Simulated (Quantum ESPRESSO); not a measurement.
The system is HfMoC2.

```xyz
4
Lattice="3.1914 0.0000 0.0000 0.0000 3.1914 0.0000 0.0000 0.0000 4.4852" Properties=species:S:1:pos:R:3 pbc="T T T"
Hf    0.0000    0.0000    0.0000
Mo    1.5957    1.5957    2.2426
C     1.5957    1.5957    0.0000
C     0.0000    0.0000    2.2426
```

The cell comes from a database or a generator and needn't be the stable form of this composition.

Base run:

| Property | Result |
| --- | --- |
| Program | Quantum ESPRESSO 7.5 |
| Functional | LDA |
| Potentials or basis | GBRV 1.5 LDA |
| Cutoff | 612 eV |
| Density cutoff | 4898 eV |
| k mesh | 8 × 8 × 6 |
| Occupations | fermi-dirac, width 0.05 eV |
| Spin | no spin polarisation |

Its results: band gap on the k mesh none (metal or under the smearing width); pressure -14.2 GPa.

Question: The run is repeated on the same cell with these changes: functional from LDA to PBEsol; potentials or basis from GBRV 1.5 LDA to GBRV 1.5 PBEsol. What comes out?

Answer: Band gap on the k mesh none (metal or under the smearing width); pressure -9.0 GPa.

Caveats: spin-orbit coupling is left out, which moves the levels of the heavy elements.
